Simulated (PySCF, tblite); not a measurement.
# C5H12GeOSi: geometry, infrared bands, NMR shifts, electronic excitations and core binding energies, part 2 of 2

tblite 0.8.0 and PySCF 2.14.0. Atoms count from 0. Earlier steps stand in the parts before.

### 6 Ultraviolet spectrum: CAM-B3LYP/def2-SVPD

What the job is given:

```
{"job": {"kind": "uv", "xc": "CAM-B3LYP", "basis": "def2-SVPD", "ip": true}, "charge": 0, "multiplicity": 1}
C     -2.009694     1.389955     1.605149
C     -1.348154     0.427124     0.636794
C     -2.341740    -0.314681    -0.234581
O     -0.602238    -0.535540     1.372083
Si     1.048200    -0.512088     1.518472
C      1.834481    -0.567608    -0.144469
C      2.336724    -0.598896    -1.260833
Ge     3.114810    -0.654326    -2.996584
H     -2.597708     2.148865     1.067128
H     -2.682132     0.840489     2.281800
H     -1.256823     1.908865     2.217177
H     -0.665384     0.997997    -0.024511
H     -2.944113     0.387013    -0.830985
H     -3.018938    -0.913927     0.393426
H     -1.815147    -0.995026    -0.919234
H      1.424686    -1.718205     2.297929
H      1.528857     0.728763     2.198192
H      3.917727    -1.955175    -3.136458
H      4.037393     0.561559    -3.163629
H      1.987680    -0.611579    -4.038290
```

With the program's defaults for keys left out, this is: TDDFT CAM-B3LYP/def2-SVPD, vertical, gas phase, core orbitals frozen in the response.

The log of the run:

```text
coarse grid: 74576 points
cycle   1  E = -2638.7708525413  dE =  6.008e-02  |g| = 8.192e-01  |ddm| = 8.137e+00
cycle   2  E = -2638.7136688757  dE =  5.718e-02  |g| = 1.026e+00  |ddm| = 2.745e+00
cycle   3  E = -2638.8946797386  dE = -1.810e-01  |g| = 1.225e-01  |ddm| = 1.374e+00
cycle   4  E = -2638.8973954611  dE = -2.716e-03  |g| = 4.405e-02  |ddm| = 2.345e-01
cycle   5  E = -2638.8977297091  dE = -3.342e-04  |g| = 9.569e-03  |ddm| = 8.256e-02
cycle   6  E = -2638.8977432876  dE = -1.358e-05  |g| = 5.360e-03  |ddm| = 3.309e-02
cycle   7  E = -2638.8977502059  dE = -6.918e-06  |g| = 1.056e-03  |ddm| = 1.015e-02
final grid: 156680 points
cycle   8  E = -2638.8977133936  dE =  2.227e-07  |g| = 1.561e-03  |ddm| = 9.802e-03
cycle   9  E = -2638.8977123020  dE =  1.092e-06  |g| = 2.620e-03  |ddm| = 6.697e-03
cycle  10  E = -2638.8977139497  dE = -1.648e-06  |g| = 1.914e-04  |ddm| = 4.362e-03
cycle  11  E = -2638.8977139564  dE = -6.749e-09  |g| = 1.582e-05  |ddm| = 3.418e-04
cycle  12  E = -2638.8977139566  dE = -1.919e-10  |g| = 1.223e-05  |ddm| = 7.827e-05
converged SCF energy = -2638.8977139566

Static polarisability (au): isotropic 121.724, principal 99.924 111.820 153.430

Singlet excitations
state   eV       nm        f      main configurations
  1   5.4992    225.5   0.00004   H->L 0.72
  2   5.8295    212.7   0.00088   H-1->L 0.36, H->L+1 0.33, H-2->L 0.10
  3   5.9123    209.7   0.00018   H-1->L+1 0.56, H-2->L+1 0.18
  4   6.9074    179.5   0.01217   H-2->L 0.63, H-1->L 0.19
  5   7.3690    168.3   0.00110   H->L+2 0.73
  6   7.4967    165.4   0.00343   H-1->L+2 0.67, H-2->L+2 0.14
  7   7.5471    164.3   0.12861   H-2->L+1 0.38, H-3->L 0.16, H->L+1 0.16
  8   7.6324    162.4   0.02981   H-3->L 0.54, H-2->L+1 0.18
  9   7.8907    157.1   1.17860   H->L+1 0.30, H-1->L 0.20, H-2->L 0.12
 10   8.0759    153.5   0.00518   H->L+3 0.63, H-2->L+2 0.10

Triplet excitations (Tamm-Dancoff, eV): 4.6107 5.0021 5.0452 5.6497
Vertical ionisation energy (delta-SCF) = 9.9664 eV
```

Wall time 11 min (1 thread of Arm Neoverse V1, shared host); peak memory 1.6 GiB.

Frontier orbitals and where they lie:

```
orbital      eV                        atoms
 HOMO−3  -10.24   O3 35 %, C1 19 %, H11 13 %
 HOMO−2   -9.69    O3 34 %, C5 14 %, C6 12 %
 HOMO−1   -9.44    C5 30 %, C6 30 %, O3 17 %
   HOMO   -9.30    C6 32 %, C5 31 %, Si4 8 %
   LUMO    0.38   C5 23 %, C6 23 %, Si4 18 %
 LUMO+1    0.71   C6 25 %, C5 25 %, Ge7 19 %
 LUMO+2    0.76  Ge7 50 %, C6 10 %, H18 10 %
```

With each of the 10 states as a Gaussian band of 0.4 eV half-width at 1/e, the curve within the window shown has maxima at 158 nm (ε 51,000) L/(mol cm). Beyond the last state computed it falls off for lack of states. The curve at chosen wavelengths:

| nm | ε (L/mol/cm) |
| --- | --- |
| 148 | 11187 |
| 152 | 31732 |
| 156 | 49612 |
| 161 | 43893 |
| 165 | 26102 |
| 169 | 11894 |
| 173 | 4624 |
| 177 | 1789 |
| 182 | 707 |
| 186 | 393 |
| 190 | 209 |
| 194 | 101 |
| 198 | 51 |
| 203 | 37 |
| 207 | 40 |
| 211 | 44 |
| 215 | 42 |
| 219 | 36 |
| 224 | 25 |
| 228 | 17 |
| 232 | 11 |
| 236 | 6 |
| 240 | 3 |
| 245 | 1 |
| 249 | 1 |
| 253 | 0 |

Leading natural transition orbitals of singlet state 9: the hole lies on C5, C6 about 23 % each; O3 14 %; H15 12 %; the particle on C5, C6 about 20 % each; H15, H17 about 10 % each; Si4 10 %.

Leading natural transition orbitals of singlet state 1: the hole lies on C5, C6 about 44 % each; the particle on C5, C6 about 32 % each; Si4 9 %.

Further results of this job:

```
           property  computed
  dipole moment (D)      1.51
polarisability (Å³)     18.04
 HOMO–LUMO gap (eV)      9.67
      −ε(HOMO) (eV)      9.30
```

### 7 Core holes by ΔSCF: SCAN, X2C

Settings changed since step 6:

```diff
@@ -1,2 +1,2 @@
-{"job": {"kind": "uv", "xc": "CAM-B3LYP", "basis": "def2-SVPD", "ip": true}, "charge": 0, "multiplicity": 1}
+{"job": {"kind": "xps"}, "charge": 0, "multiplicity": 1}
 C     -2.009694     1.389955     1.605149
```

Method: delta-SCF UKS SCAN, pcX-2 on the ionised atom, pcseg-1 elsewhere, spin-free X2C.

The log of the run:

```text
ground state, core basis on atom 0 (C), 220 functions
  cycle   1  E = -2656.74297713  |g| = 8.05e-01
  cycle   2  E = -2656.42703162  |g| = 1.44e+00
  cycle   3  E = -2656.87730602  |g| = 2.61e-01
  cycle   4  E = -2656.89117452  |g| = 8.78e-02
  cycle   5  E = -2656.89125232  |g| = 8.72e-02
  cycle   6  E = -2656.89328596  |g| = 1.25e-02
  cycle   7  E = -2656.89333119  |g| = 3.56e-03
  cycle   8  E = -2656.89333576  |g| = 8.05e-04
  cycle   9  E = -2656.89333392  |g| = 1.83e-04
  E(ground) = -2657.06987401 Eh
hole in C 1s of atom 0
  cycle   1  E = -2645.65665016  |g| = 1.50e+00
  cycle   2  E = -2644.42624297  |g| = 2.00e+00
  cycle   3  E = -2646.11372699  |g| = 4.35e-01
  cycle   4  E = -2646.17365082  |g| = 2.76e-01
  cycle   5  E = -2646.20579187  |g| = 1.47e-01
  cycle   6  E = -2646.21263565  |g| = 8.98e-02
  cycle   7  E = -2646.21694571  |g| = 1.75e-02
  cycle   8  E = -2646.21704010  |g| = 1.01e-02
  cycle   9  E = -2646.21709897  |g| = 2.77e-03
  cycle  10  E = -2646.21710323  |g| = 1.14e-03
  cycle  11  E = -2646.21710357  |g| = 4.12e-04
  E(ion) = -2646.39286142 Eh   <S^2> = 0.7675   hole on atom = 1.000   binding energy = 290.536 eV
ground state, core basis on atom 1 (C), 220 functions
  cycle   1  E = -2656.89706789  |g| = 5.88e-02
  cycle   2  E = -2656.89703727  |g| = 2.20e-02
  cycle   3  E = -2656.89707064  |g| = 1.88e-02
  cycle   4  E = -2656.89716467  |g| = 1.28e-03
  cycle   5  E = -2656.89716356  |g| = 5.23e-04
  cycle   6  E = -2656.89716777  |g| = 1.61e-04
  E(ground) = -2657.07324205 Eh
hole in C 1s of atom 1
  cycle   1  E = -2645.59301406  |g| = 1.51e+00
  cycle   2  E = -2642.05490188  |g| = 2.83e+00
  cycle   3  E = -2645.57957502  |g| = 1.08e+00
  cycle   4  E = -2646.04274358  |g| = 5.47e-01
  cycle   5  E = -2646.13378930  |g| = 2.37e-01
  cycle   6  E = -2646.13430121  |g| = 2.27e-01
  cycle   7  E = -2646.16214385  |g| = 3.01e-02
  cycle   8  E = -2646.16262761  |g| = 1.15e-02
  cycle   9  E = -2646.16271941  |g| = 3.57e-03
  cycle  10  E = -2646.16273652  |g| = 1.70e-03
  cycle  11  E = -2646.16273528  |g| = 7.93e-04
  cycle  12  E = -2646.16274072  |g| = 3.66e-04
  E(ion) = -2646.33815207 Eh   <S^2> = 0.7740   hole on atom = 1.000   binding energy = 292.117 eV
ground state, core basis on atom 3 (O), 220 functions
  cycle   1  E = -2656.92638175  |g| = 1.01e-01
  cycle   2  E = -2656.92520979  |g| = 9.24e-02
  cycle   3  E = -2656.92605827  |g| = 6.26e-02
  cycle   4  E = -2656.92669314  |g| = 1.85e-02
  cycle   5  E = -2656.92678235  |g| = 4.10e-03
  cycle   6  E = -2656.92678582  |g| = 5.59e-04
  cycle   7  E = -2656.92678568  |g| = 9.74e-05
  E(ground) = -2657.10083538 Eh
hole in O 1s of atom 3
  cycle   1  E = -2636.32820493  |g| = 2.23e+00
  cycle   2  E = -2635.53014932  |g| = 2.37e+00
  cycle   3  E = -2636.98888351  |g| = 6.21e-01
  cycle   4  E = -2636.87932502  |g| = 6.79e-01
  cycle   5  E = -2637.15570920  |g| = 1.64e-01
  cycle   6  E = -2637.16908583  |g| = 4.91e-02
  cycle   7  E = -2637.17041377  |g| = 1.03e-02
  cycle   8  E = -2637.17046419  |g| = 3.83e-03
  cycle   9  E = -2637.17047170  |g| = 1.44e-03
  cycle  10  E = -2637.17047315  |g| = 4.17e-04
  E(ion) = -2637.34512446 Eh   <S^2> = 0.7625   hole on atom = 1.000   binding energy = 537.580 eV
ground state, core basis on atom 4 (Si), 231 functions
  cycle   1  E = -2656.99436138  |g| = 2.99e-01
  cycle   2  E = -2656.99082549  |g| = 1.63e-01
  cycle   3  E = -2656.98730057  |g| = 2.01e-01
  cycle   4  E = -2656.99497306  |g| = 5.33e-02
  cycle   5  E = -2656.99567415  |g| = 1.43e-02
  cycle   6  E = -2656.99572403  |g| = 1.17e-03
  cycle   7  E = -2656.99572161  |g| = 3.93e-04
  E(ground) = -2657.13095718 Eh
hole in Si 1s of atom 4
  cycle   1  E = -2588.04337287  |g| = 4.35e+00
  cycle   2  E = -2587.32686141  |g| = 2.45e+00
  cycle   3  E = -2587.70476703  |g| = 1.46e+00
  cycle   4  E = -2588.70209401  |g| = 8.37e-01
  cycle   5  E = -2589.05798307  |g| = 2.87e-01
  cycle   6  E = -2589.09813199  |g| = 8.34e-02
  cycle   7  E = -2589.10153289  |g| = 3.68e-02
  cycle   8  E = -2589.10203918  |g| = 1.81e-02
  cycle   9  E = -2589.10218286  |g| = 4.19e-03
  cycle  10  E = -2589.10219274  |g| = 1.02e-03
  cycle  11  E = -2589.10219446  |g| = 3.37e-04
  E(ion) = -2589.24544559 Eh   <S^2> = 0.7522   hole on atom = 1.000   binding energy = 1847.259 eV
hole in Si 2p of atom 4
  cycle   1  E = -2652.70553246  |g| = 1.24e+00
  cycle   2  E = -2652.08082195  |g| = 1.41e+00
  cycle   3  E = -2652.67795546  |g| = 7.73e-01
  cycle   4  E = -2652.97987455  |g| = 3.20e-01
  cycle   5  E = -2653.02867242  |g| = 9.51e-02
  cycle   6  E = -2653.03255576  |g| = 4.14e-02
  cycle   7  E = -2653.03361753  |g| = 1.09e-02
  cycle   8  E = -2653.03364471  |g| = 7.32e-03
  cycle   9  E = -2653.03366967  |g| = 1.16e-03
  cycle  10  E = -2653.03367073  |g| = 3.98e-04
  E(ion) = -2653.17987917 Eh   <S^2> = 0.7515   hole on atom = 1.003   binding energy = 107.514 eV
  2p3/2 = 107.279 eV   2p1/2 = 107.903 eV
ground state, core basis on atom 5 (C), 220 functions
  cycle   1  E = -2656.89773159  |g| = 6.32e-02
  cycle   2  E = -2656.89749498  |g| = 4.45e-02
  cycle   3  E = -2656.89713383  |g| = 5.64e-02
  cycle   4  E = -2656.89789152  |g| = 1.56e-02
  cycle   5  E = -2656.89795450  |g| = 4.06e-03
  cycle   6  E = -2656.89795795  |g| = 4.15e-04
  E(ground) = -2657.07529966 Eh
hole in C 1s of atom 5
  cycle   1  E = -2645.65874071  |g| = 1.51e+00
  cycle   2  E = -2641.29373388  |g| = 2.80e+00
  cycle   3  E = -2645.57236096  |g| = 1.04e+00
  cycle   4  E = -2645.96920353  |g| = 7.83e-01
  cycle   5  E = -2646.20955909  |g| = 2.98e-01
  cycle   6  E = -2646.24426275  |g| = 1.17e-01
  cycle   7  E = -2646.25166894  |g| = 3.63e-02
  cycle   8  E = -2646.25239555  |g| = 1.82e-02
  cycle   9  E = -2646.25273864  |g| = 8.56e-03
  cycle  10  E = -2646.25294523  |g| = 5.31e-03
  cycle  11  E = -2646.25304334  |g| = 3.00e-03
  cycle  12  E = -2646.25305511  |g| = 1.37e-03
  cycle  13  E = -2646.25305585  |g| = 5.59e-04
  cycle  14  E = -2646.25305601  |g| = 1.73e-04
  E(ion) = -2646.42890289 Eh   <S^2> = 0.8539   hole on atom = 1.000   binding energy = 289.703 eV
ground state, core basis on atom 6 (C), 220 functions
  cycle   1  E = -2656.89840282  |g| = 6.36e-02
  cycle   2  E = -2656.89655420  |g| = 8.85e-02
  cycle   3  E = -2656.89778537  |g| = 5.60e-02
  cycle   4  E = -2656.89863028  |g| = 4.92e-03
  cycle   5  E = -2656.89863732  |g| = 1.19e-03
  cycle   6  E = -2656.89863722  |g| = 3.46e-04
  E(ground) = -2657.07580871 Eh
hole in C 1s of atom 6
  cycle   1  E = -2645.64569352  |g| = 1.51e+00
  cycle   2  E = -2640.39010772  |g| = 2.89e+00
  cycle   3  E = -2645.55321117  |g| = 1.13e+00
  cycle   4  E = -2645.99297053  |g| = 7.21e-01
  cycle   5  E = -2646.16416576  |g| = 4.05e-01
  cycle   6  E = -2646.23447648  |g| = 1.23e-01
  cycle   7  E = -2646.24314160  |g| = 4.31e-02
  cycle   8  E = -2646.24417232  |g| = 1.75e-02
  cycle   9  E = -2646.24450630  |g| = 9.73e-03
  cycle  10  E = -2646.24470367  |g| = 6.00e-03
  cycle  11  E = -2646.24482158  |g| = 3.04e-03
  cycle  12  E = -2646.24483948  |g| = 1.69e-03
  cycle  13  E = -2646.24484355  |g| = 8.25e-04
  cycle  14  E = -2646.24484479  |g| = 1.60e-04
  E(ion) = -2646.42076993 Eh   <S^2> = 0.8622   hole on atom = 1.000   binding energy = 289.938 eV
```

Wall time 2.7 min (1 thread of Arm Neoverse V1, shared host); peak memory 0.82 GiB.

The holes in one table. −ε is the ground-state orbital energy:

```
       hole  stands for                  environment  ΔSCF (eV; 2p as the shell's mean)  −ε (eV)   ⟨S²⟩
  C1s on C0      C0, C2                methyl carbon                             290.54    273.4  0.767
  C1s on C1          C1           sp3 CH bonded to O                             292.12    275.2  0.774
  O1s on O3          O3       oxygen bonded to C, Si                             537.58    516.5  0.763
Si1s on Si4         Si4  silicon bonded to C, O, 2 H                            1847.26   1794.1  0.752
Si2p on Si4         Si4  silicon bonded to C, O, 2 H                             107.49     96.8  0.751
  C1s on C5          C5                alkyne carbon                  289.70 (doubtful)    273.5  0.854
  C1s on C6          C6                alkyne carbon                  289.94 (doubtful)    273.8  0.862
```

Each hole run stands for the others of its class of like atoms.

Doubtful: the ion did not converge, its hole moved, or its ⟨S²⟩ is well above 0.75.

With the spin-orbit splitting: Si4 2p3/2 107.28, 2p1/2 107.90 eV. The table gives each 2p level as the mean over the whole 2p shell (two parts 2p3/2, one part 2p1/2), which differs a little from the single hole in the log.

### 8 Results

The summary covers parts 1 to 2.

| quantity | value |
| --- | --- |
| strongest single infrared mode (GFN2-xTB) | 2076 cm⁻¹, 433 km/mol |
| zero-point energy (GFN2-xTB) | 90.9 kcal/mol |
| point group | C1 |
| rotational constants (main isotopes) | 2.20, 0.35, 0.32 GHz |
| 13C shifts against TMS (PBE0/pcSseg-1, means over atoms taken as alike) | 118.2, 112.5, 67.6, 25.9 ppm |
| 1H shifts against TMS (PBE0/pcSseg-1, means over atoms taken as alike) | 4.82, 4.27, 3.88, 1.19 ppm |
| 17O shifts against H2O (PBE0/pcSseg-1) | 58.7 ppm |
| 29Si shifts against TMS (PBE0/pcSseg-1) | -52.4 ppm |
| 73Ge shifts against GeMe4 (PBE0/pcSseg-1) | -280 ppm |
| surface potential, 1st and 99th percentile | -1.22 V and 1.06 V |
| lowest singlet (CAM-B3LYP/def2-SVPD) | 5.50 eV (225 nm), f = 0.000 |
| brightest single state of those computed | state 9, 7.89 eV, f = 1.179 |
| lowest triplet | 4.61 eV |
| vertical ionisation energy (ΔSCF) | 9.97 eV |
| C1s binding energies, SCAN/pcX-2 (standing for 3 of 5 atoms) | C1 292.12, C0 290.54 eV |
| O1s binding energies, SCAN/pcX-2 | O3 537.58 eV |
| Si1s binding energies, SCAN/pcX-2 | Si4 1847.26 eV |
| Si2p binding energies, SCAN/pcX-2 | Si4 107.49 eV |

The optimisation took 69 steps and gained 0.484 eV; among the close pairs (by a distance rule), O3–Si4 changed most, from 1.736 to 1.614 Å (GFN2-xTB). The lowest mode is slightly imaginary (19i cm⁻¹), a soft motion within the noise of the Hessian, so the minimum is not strictly shown. The strongest single mode, at 2076 cm⁻¹, moves mainly H19 and H18. Unscaled tight-binding wavenumbers are off by several per cent, some by more. Its intensities can rank the bands wrongly. Relaxing lowered the energy by 0.302 eV in 6 steps; the close pair that moved most is O3–Si4, from 1.578 to 1.657 Å (PBE0/def2-SVP). No frequency check was run at this level, so the end point may be a saddle. At PBE0/pcSseg-1: Shielding is most anisotropic at C5 (span 306 ppm, paramagnetic term -198 ppm). By nearest atom (PBE0/pcSseg-1), the HOMO sits on C5, C6 about 28 % each; O3 11 % and the LUMO on C5, C6 about 26 % each; Si4 11 %. The lowest singlet, at 5.50 eV, is HOMO→LUMO 0.72 and is dark; of the 10 states computed, the strongest absorption comes from state 9 at 7.89 eV. The lowest triplet lies 0.89 eV below the lowest singlet (triplets in Tamm-Dancoff, singlets in full TDDFT). The orbital energy would give 9.30 eV for ionisation, ΔSCF gives 9.97 eV. C1 (sp3 CH bonded to O) binds its C1s electron 1.58 eV more tightly than C0 (methyl carbon). Only 3 of the 5 C atoms are covered by sound results. Spin-orbit coupling is left out, which matters for shieldings and couplings at and beside the heavy atoms.
